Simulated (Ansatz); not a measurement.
# Alloy of AlN and BN (6 of 48 Al sites exchanged), 96 atoms

Wanted: the relaxed alloy cell and its gap (PBEsol and r²SCAN).

Program: Ansatz 0.2.0, PAW, plane waves. These are calculated values, not measurements.

### Step 1. Starting point

96 atoms (6 B, 42 Al, 48 N); a = 9.135 Å, b = 10.548 Å, c = 9.780 Å, α = 90.00°, β = 90.00°, γ = 90.00°. All atoms were shaken off their sites by about 0.02 Å along each axis.

Plan of the steps: (2) PBEsol cell relaxation at the single k point (¼, ¼, ¼), on 1 × NVIDIA H100 80GB HBM3 with 2 threads of AMD EPYC 7R13; (3) r²SCAN single point at the single k point (¼, ¼, ¼), on 1 × NVIDIA H100 80GB HBM3 with 2 threads of AMD EPYC 7R13.

### Step 2. Relaxing cell and atoms with PBEsol

Input file in.yaml:

```yaml
crystal:
  lattice:
    - [9.135233, 0.000000, 0.000000]
    - [0.000000, 10.548458, 0.000000]
    - [0.000000, 0.000000, 9.779800]
  atoms:
    - { symbol: B, position: [0.170385, 0.082128, 0.246221] }
    - { symbol: B, position: [0.334139, 0.832971, 0.747878] }
    - { symbol: B, position: [0.831423, 0.585878, 0.749569] }
    - { symbol: B, position: [0.663848, 0.834045, 0.249439] }
    - { symbol: B, position: [0.165950, 0.416438, 0.498480] }
    - { symbol: B, position: [0.666944, 0.164465, 0.999679] }
    - { symbol: Al, position: [0.165760, 0.081348, 0.746630] }
    - { symbol: Al, position: [0.000738, 0.331889, 0.249629] }
    - { symbol: Al, position: [0.998677, 0.332319, 0.747891] }
    - { symbol: Al, position: [0.502175, 0.086363, 0.249949] }
    - { symbol: Al, position: [0.500983, 0.083530, 0.750250] }
    - { symbol: Al, position: [0.330591, 0.333292, 0.248644] }
    - { symbol: Al, position: [0.331915, 0.332956, 0.745320] }
    - { symbol: Al, position: [0.166489, 0.581916, 0.248188] }
    - { symbol: Al, position: [0.167174, 0.581979, 0.750234] }
    - { symbol: Al, position: [0.999402, 0.831673, 0.247773] }
    - { symbol: Al, position: [0.999350, 0.833301, 0.750302] }
    - { symbol: Al, position: [0.832292, 0.082915, 0.249694] }
    - { symbol: Al, position: [0.835003, 0.083330, 0.749900] }
    - { symbol: Al, position: [0.666177, 0.334671, 0.250524] }
    - { symbol: Al, position: [0.665099, 0.335999, 0.750292] }
    - { symbol: Al, position: [0.497629, 0.585098, 0.252801] }
    - { symbol: Al, position: [0.500037, 0.582402, 0.747929] }
    - { symbol: Al, position: [0.331723, 0.832651, 0.249763] }
    - { symbol: Al, position: [0.829897, 0.584423, 0.247585] }
    - { symbol: Al, position: [0.666869, 0.833543, 0.746997] }
    - { symbol: Al, position: [0.994581, 0.167480, 0.498212] }
    - { symbol: Al, position: [0.001870, 0.167086, 0.998651] }
    - { symbol: Al, position: [0.332143, 0.167129, 0.495814] }
    - { symbol: Al, position: [0.330274, 0.164795, 0.000820] }
    - { symbol: Al, position: [0.168340, 0.417394, 0.997580] }
    - { symbol: Al, position: [0.001616, 0.664451, 0.499681] }
    - { symbol: Al, position: [0.003459, 0.666139, 0.004386] }
    - { symbol: Al, position: [0.667764, 0.170151, 0.499244] }
    - { symbol: Al, position: [0.501216, 0.415551, 0.505435] }
    - { symbol: Al, position: [0.497392, 0.416163, 0.999207] }
    - { symbol: Al, position: [0.332706, 0.667825, 0.499005] }
    - { symbol: Al, position: [0.337414, 0.669907, 0.998978] }
    - { symbol: Al, position: [0.166347, 0.918843, 0.500395] }
    - { symbol: Al, position: [0.167974, 0.919102, 0.995790] }
    - { symbol: Al, position: [0.835665, 0.417762, 0.502268] }
    - { symbol: Al, position: [0.835107, 0.416453, 0.998003] }
    - { symbol: Al, position: [0.666412, 0.665691, 0.500492] }
    - { symbol: Al, position: [0.663710, 0.664586, 0.000615] }
    - { symbol: Al, position: [0.500676, 0.914116, 0.502679] }
    - { symbol: Al, position: [0.499025, 0.917161, 0.998634] }
    - { symbol: Al, position: [0.833296, 0.917545, 0.499930] }
    - { symbol: Al, position: [0.831098, 0.917422, 0.001685] }
    - { symbol: N, position: [0.996668, 0.166151, 0.189046] }
    - { symbol: N, position: [0.002622, 0.164971, 0.687231] }
    - { symbol: N, position: [0.335247, 0.165220, 0.190445] }
    - { symbol: N, position: [0.333996, 0.167418, 0.692296] }
    - { symbol: N, position: [0.165989, 0.418015, 0.186364] }
    - { symbol: N, position: [0.166239, 0.414747, 0.690413] }
    - { symbol: N, position: [0.000429, 0.667609, 0.189999] }
    - { symbol: N, position: [0.998206, 0.666316, 0.690623] }
    - { symbol: N, position: [0.665651, 0.166106, 0.192594] }
    - { symbol: N, position: [0.665713, 0.164486, 0.686945] }
    - { symbol: N, position: [0.493715, 0.414214, 0.189190] }
    - { symbol: N, position: [0.498124, 0.418495, 0.686806] }
    - { symbol: N, position: [0.336042, 0.668916, 0.188626] }
    - { symbol: N, position: [0.331265, 0.670186, 0.690441] }
    - { symbol: N, position: [0.166862, 0.912899, 0.190196] }
    - { symbol: N, position: [0.168493, 0.919269, 0.692301] }
    - { symbol: N, position: [0.830835, 0.416142, 0.189247] }
    - { symbol: N, position: [0.829685, 0.419439, 0.689618] }
    - { symbol: N, position: [0.666166, 0.668576, 0.189127] }
    - { symbol: N, position: [0.666905, 0.669474, 0.690577] }
    - { symbol: N, position: [0.503293, 0.916222, 0.186378] }
    - { symbol: N, position: [0.499824, 0.918931, 0.691893] }
    - { symbol: N, position: [0.835727, 0.919432, 0.194868] }
    - { symbol: N, position: [0.834389, 0.916101, 0.690063] }
    - { symbol: N, position: [0.165926, 0.085333, 0.439613] }
    - { symbol: N, position: [0.168371, 0.080597, 0.940177] }
    - { symbol: N, position: [0.000122, 0.333573, 0.442504] }
    - { symbol: N, position: [0.997798, 0.331684, 0.936869] }
    - { symbol: N, position: [0.502458, 0.083797, 0.437790] }
    - { symbol: N, position: [0.501623, 0.084921, 0.935769] }
    - { symbol: N, position: [0.333731, 0.335433, 0.438689] }
    - { symbol: N, position: [0.335352, 0.331962, 0.941446] }
    - { symbol: N, position: [0.167474, 0.582035, 0.437341] }
    - { symbol: N, position: [0.170532, 0.587075, 0.938080] }
    - { symbol: N, position: [0.001100, 0.832006, 0.437715] }
    - { symbol: N, position: [0.997581, 0.832194, 0.937828] }
    - { symbol: N, position: [0.833105, 0.083087, 0.436108] }
    - { symbol: N, position: [0.833536, 0.081902, 0.942301] }
    - { symbol: N, position: [0.665529, 0.333903, 0.438144] }
    - { symbol: N, position: [0.666369, 0.336562, 0.938863] }
    - { symbol: N, position: [0.498413, 0.583845, 0.441033] }
    - { symbol: N, position: [0.499851, 0.582253, 0.933894] }
    - { symbol: N, position: [0.333006, 0.836638, 0.438256] }
    - { symbol: N, position: [0.336659, 0.833028, 0.937549] }
    - { symbol: N, position: [0.832935, 0.585019, 0.440741] }
    - { symbol: N, position: [0.833910, 0.584524, 0.942484] }
    - { symbol: N, position: [0.670399, 0.832596, 0.435724] }
    - { symbol: N, position: [0.660701, 0.828416, 0.935511] }
  symmetry: { detect: false }
kpoints:
  mp_grid: { grid: [1, 1, 1], shift: [0.25, 0.25, 0.25] }
hamiltonian:
  xc: pbesol
scf:
  occupations: { method: fermi_dirac, width: 0.01 }
relax:
  f_tol: 0.03
  max_steps: 80
  escape_saddle: false
  adjacent_minimum: "off"
  cell: { fix: [alpha, beta, gamma] }
output:
  forces: true
  eigenvalues: true
  populations: true
```

Run with:

```console
$ ansatz run in.yaml --threads 2 --pin off --max-ram 30400MiB --runs-dir r --events-out ev --progress --plain --backend cuda --devices 0, --max-vram 18GiB
```

Further steps of the session: r²SCAN on the final geometry.

**Question.** What will these runs give? Wanted: for each run, top filled to lowest empty.

As calculated:

```
             level        time  top filled to lowest empty (eV)
PBEsol, relaxation  24 s (GPU)                             4.89
            r²SCAN  13 s (GPU)                             5.63
```

```
     quantity                                                                       value
   relaxation                                           6 recorded steps, 11.03 eV gained
largest shift                                                                0.26 Å (N88)
 relaxed cell  a = 9.140 Å, b = 10.548 Å, c = 9.779 Å, α = 90.00°, β = 90.00°, γ = 90.00°
   mean bonds                                                     Al–N 1.889, B–N 1.645 Å
```

**What this shows.** Relaxation gains 11.03 eV, with shifts up to 0.26 Å (N88), while the volume changes by +0.0 %. The mean lengths of the listed bonds run from B–N 1.65 Å to Al–N 1.89 Å. With one k point the spacing samples only the states that fold onto it, so it can exceed the gap over the zone.
